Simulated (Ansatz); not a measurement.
# TaRh3: one crystal by all-electron and frozen-core methods

The same cell of TaRh3 is computed with all-electron LAPW, PAW with frozen cores and all-electron PAW on datasets made for the crystal, to set the results side by side.

Computed with Ansatz 0.2.0 (DFT PBEsol, scalar-relativistic, unless a step's input says otherwise).

## Step 1: The structure to begin with

It takes space group Pm-3m (No. 221, cubic). Conventional cell: a = 3.870 Å, b = 3.870 Å, c = 3.870 Å, α = 90.00°, β = 90.00°, γ = 90.00°. Ta (site symmetry m-3m) has 12 Rh at 2.74 Å as nearest neighbours. Rh (site symmetry 4/mmm) is surrounded by 4 Ta at 2.74 Å and 8 Rh at 2.74 Å.

As a file:

```
CELL_PARAMETERS angstrom
3.86978 0.00000 0.00000
0.00000 3.86978 0.00000
0.00000 0.00000 3.86978
ATOMIC_POSITIONS crystal
Ta 0.00000 0.00000 0.00000
Rh 0.00000 0.50000 0.50000
Rh 0.50000 0.50000 0.00000
Rh 0.50000 0.00000 0.50000
```

The cell is one relaxed in the Materials Project, used as it stands.

Atoms are numbered in the order of the input: Ta1, Rh2, Rh3, Rh4.

## Step 2: All-electron LAPW

File input.yaml:

```yaml
crystal:
  lattice:
    - [3.86978351, 0.0, 0.0]
    - [0.0, 3.86978351, 0.0]
    - [0.0, 0.0, 3.86978351]
  atoms:
    - { symbol: Ta, position: [0.0, 0.0, 0.0] }
    - { symbol: Rh, position: [0.0, 0.5, 0.5] }
    - { symbol: Rh, position: [0.5, 0.5, 0.0] }
    - { symbol: Rh, position: [0.5, 0.0, 0.5] }
kpoints:
  mp_grid: { grid: [9, 9, 9] }
  band_path:
    path:
      - [0.0, 0.0, 0.0]
      - [0.0, 0.5, 0.0]
      - [0.5, 0.5, 0.0]
      - [0.0, 0.0, 0.0]
      - [0.5, 0.5, 0.5]
      - [0.0, 0.5, 0.0]
      - [0.5, 0.5, 0.5]
      - [0.5, 0.5, 0.0]
    npoints: 14
scf:
  occupations: { method: fermi_dirac, width: 0.05 }
hamiltonian:
  xc: pbesol
  pseudopotentials: { kind: all_electron, lapw: { basis_error: 0.0005 } }
output:
  forces: true
  stress: true
  eigenvalues: true
  fatbands: true
  populations: true
  dos: { projected: true, de: 0.2, e_range: [-14, 8] }
```

Run with:

```
> ansatz run input.yaml --threads 1 --pin off --max-ram 4096MiB --backend cpu --events-out ev --progress --plain --runs-dir out
```

## Step 3: PAW with frozen cores

input.yaml, as its differences from that of step 2:

```diff
@@ -27,3 +27,3 @@
   xc: pbesol
-  pseudopotentials: { kind: all_electron, lapw: { basis_error: 0.0005 } }
+  pseudopotentials: { kind: paw }
 output:
@@ -32,4 +32,9 @@
   eigenvalues: true
-  fatbands: true
+  efg: { contact_densities: true }
   populations: true
+  bader: true
   dos: { projected: true, de: 0.2, e_range: [-14, 8] }
+  write_density: true
+  write_potential: true
+  elf: true
+  volumetric_format: npy
```

## Step 4: All-electron PAW on datasets made for the crystal

input.yaml, as its differences from that of step 3:

```diff
@@ -22,3 +22,3 @@
       - [0.5, 0.5, 0.0]
-    npoints: 14
+    npoints: 8
 scf:
@@ -27,3 +27,3 @@
   xc: pbesol
-  pseudopotentials: { kind: paw }
+  pseudopotentials: { kind: all_electron, datasets: crystal }
 output:
@@ -33,8 +33 @@
   efg: { contact_densities: true }
-  populations: true
-  bader: true
-  dos: { projected: true, de: 0.2, e_range: [-14, 8] }
-  write_density: true
-  write_potential: true
-  elf: true
-  volumetric_format: npy
```

(Steps that only read results are left out.)

Before running it: what results should come out? Wanted: pressure; gap; Bader charges.

As calculated:

| quantity | value |
| --- | --- |
| pressure | LAPW -5.02, PAW -5.16, crystal datasets -5.02 GPa |
| gap (LAPW) | none |
| Bader charges (PAW) | Ta1 +1.48, Rh2 -0.49 e |

**Reading.** The pressure of -5.0 GPa pushes the cell to shrink, with the atoms held in place. Bands cross the Fermi level: the crystal is a metal at this level. Rh 4d carries the largest share, 86 %, of the projected states within 0.3 eV of the Fermi level. The projection holds only the free atom's occupied shells (Ta 6s, Ta 5d, Rh 5s, Rh 4d in this range). The field gradient at Rh2, the largest by crystal datasets, is -2.77 by PAW and -2.73 by crystal datasets (10²¹ V/m²), within 5 %. Spin–orbit coupling is left out, which moves gradients at and beside heavy atoms by some per cent and at worst by a factor of two. In pressure, PAW differs from LAPW by -0.14 GPa. LAPW took about 7 times as long as PAW (3 min against 25 s, on a shared host and with the outputs that each input asks for). Spin-orbit coupling is left out, though the cell holds Ta; in elements this heavy it can shift bands and gaps by tenths of an eV.
